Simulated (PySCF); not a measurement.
# C₃H₅BF₂O: geometry, spin-spin couplings

Wanted: the spin-spin couplings of C₃H₅BF₂O (`C=C(OC)B(F)F`), by calculation.

The runs use PySCF 2.14.0, with density-fitted response routines of our own; the level of theory stands in each step. All values are computed, except where a source is named. Atoms are numbered from 0 throughout.

## (1) Starting geometry

12 atoms, charge 0, multiplicity 1; geometry from: GFN2-xTB. The atoms were then displaced at random by about 0.01 Å, so the start is not that level's minimum.

Bonds of the start (Å): C0–C1 1.35, C1–O2 1.38, O2–C3 1.37, C1–B4 1.56, B4–F5 1.33, B4–F6 1.33, C0–H7 1.08, C0–H8 1.04, C3–H9 1.12, C3–H10 1.10, C3–H11 1.08.

## (2) Relaxing the molecule at PBE0-D3(BJ)/def2-SVP

What the job is given:

```
{"job": {"xc": "PBE0", "basis": "def2-SVP", "d3": "d3bj", "grid": 1, "shake": 0.01, "kind": "geom"}, "charge": 0, "multiplicity": 1}
C      0.948100    -0.564430    -0.825590
C      0.438740     0.017950     0.285650
O     -0.875860     0.382910     0.477690
C     -1.741250     0.159520    -0.561650
B      1.380170     0.310110     1.496300
F      0.977420     0.866580     2.629740
F      2.678970     0.023430     1.473520
H      0.347690    -0.758650    -1.701390
H      1.969180    -0.781130    -0.863360
H     -2.736310     0.512800    -0.179100
H     -1.856150    -0.911250    -0.788310
H     -1.491040     0.713890    -1.452540
```

The run is started by

```console
> OMP_NUM_THREADS=1 python probes_run.py task.json out
```

The driver reads the jobs from task.json and runs them one after another.

**Question.** This job is followed by: B3LYP/cc-pVTZ indirect spin-spin coupling, non-relativistic, gas phase; B3LYP/6-31G* indirect spin-spin coupling, non-relativistic, gas phase. Predict these results of the whole session: rotational constants (main isotopes); largest coupling of the table (B3LYP/cc-pVTZ); range of J(F5,F6), mean over like pairs.

As calculated:

```
                                     quantity                     value
         rotational constants (main isotopes)      4.82, 1.78, 1.31 GHz
largest coupling of the table (B3LYP/cc-pVTZ)  2J(F,F) F5–F6, -216.7 Hz
      range of J(F5,F6), mean over like pairs       -216.7 to -130.2 Hz
```

**Reading.** Relaxing lowered the energy by 0.147 eV in 8 steps; the close pair that moved most is C0–H8, from 1.045 to 1.091 Å. No frequency check was run at this level, so the end point may be a saddle. In the run at B3LYP/cc-pVTZ, the largest coupling of the table is F5–F6, -216.7 Hz, of which the Fermi-contact term gives 11.3 Hz. Couplings across rotatable bonds belong to this one conformer; where others are populated, the observed values are averages. Density functionals describe couplings to fluorine poorly, F–F couplings above all, so those rows are rough. The coupling F5–F6, as a mean over pairs of its kind, runs from -216.7 Hz (B3LYP/cc-pVTZ) to -130.2 Hz (B3LYP/6-31G*). Couplings from bases without tight functions are rough.
